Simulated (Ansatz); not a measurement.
Task: a projected density of states of C, space group R-3m, with Ansatz's Python interface. Give the script and its output. Level of theory: LDA, PAW, cutoff 476 eV, 9×9×9 k-points, cold smearing of 0.15 eV.

```
CELL_PARAMETERS angstrom
1.22803 0.70900 3.34701
-1.22803 0.70900 3.34701
0.00000 -1.41801 3.34701
ATOMIC_POSITIONS crystal
C 0.83600 0.83600 0.83600
C 0.16400 0.16400 0.16400
```

`c_pdos.py`
```python
# -*- coding: utf-8 -*-
'''Projected density of states of C.'''

import warnings

import ansatz as az
from ase import Atoms
import numpy as np

warnings.simplefilter('ignore', az.DeckWarning)

atoms = Atoms(
    ['C', 'C'],
    scaled_positions=[
        (0.836, 0.836, 0.836),
        (0.164, 0.164, 0.164),
    ],
    cell=[
        (1.22802871, 0.70900271, 3.34701145),
        (-1.22802871, 0.70900271, 3.34701145),
        (0.0, -1.41800541, 3.34701145),
    ],
    pbc=True,
)
material = az.Crystal.from_ase(atoms)

model = (
    material.calculation()
    .kpoints(density=2.7)
    .scf(tolerance=1e-08, self_checks='high')
    .basis(35 * az.Ry, xc_grid=3)
    .occupations('cold', width=150 * az.meV)
    .functional('lda')
    .scf(extra_bands=10)
    .density_of_states(projected=True, energy_step=0.1)
)
with warnings.catch_warnings(record=True) as caught:
    warnings.simplefilter('always')
    outcome = model.run()
print('warnings raised:', sorted(w.category.__name__ for w in caught) or 'none')
rep = outcome.report

dos = outcome.density_of_states()
energy = np.asarray(dos.energies_ev) - dos.fermi_ev
curves = {}
for site in outcome.projected_density_of_states().sites:
    for shell in site.shells:
        weight = sum(np.sum(curve.g_bin_mean_per_ev, axis=0) for curve in shell.curves)
        name = f'{site.species} {shell.label}'
        curves[name] = curves.get(name, 0) + weight

print('E-EF   ' + ' '.join(f'{name:>8s}' for name in curves))
for e in np.arange(-8, 6 + 0.1, 1.0):
    print(f'{e:5.1f}  ' + ' '.join(f'{np.interp(e, energy, g):8.3f}' for g in curves.values()))
```

```console
$ python c_pdos.py
warnings raised: none
E-EF       C 2S     C 2P
 -8.0     0.064    0.543
 -7.0     0.040    0.734
 -6.0     0.043    0.976
 -5.0     0.013    0.557
 -4.0     0.008    0.592
 -3.0     0.001    0.430
 -2.0     0.001    0.295
 -1.0     0.000    0.097
  0.0     0.000    0.000
  1.0     0.000    0.118
  2.0     0.001    0.438
  3.0     0.001    0.271
  4.0     0.001    0.205
  5.0     0.001    0.208
  6.0     0.002    0.137
```

What to keep in mind:
- These settings explore the input space; cutoff and mesh may be short of convergence.
- Along an axis with an odd division the mesh misses the point at one half; a gap read on a finite mesh is an upper bound on this functional's gap.
- Semilocal gaps usually lie well under measured ones.
- An opening on this mesh may only mean that it misses a point where bands touch.
- The crystal has a gap of about 0.77 eV on the mesh; bins of finite width blur the band edges.
- Curves are summed over the cell's atoms. Only shells that the potentials hold have channels, so projections don't add up to the total, least of all where a shell is missing (p of most metals); heights and places of peaks move with the mesh.
- The density of states is complete only as far up as bands were computed.
- Finished in 1.7 s on 1 thread of Arm Neoverse V2, on a shared host, peak memory 0.33 GiB.
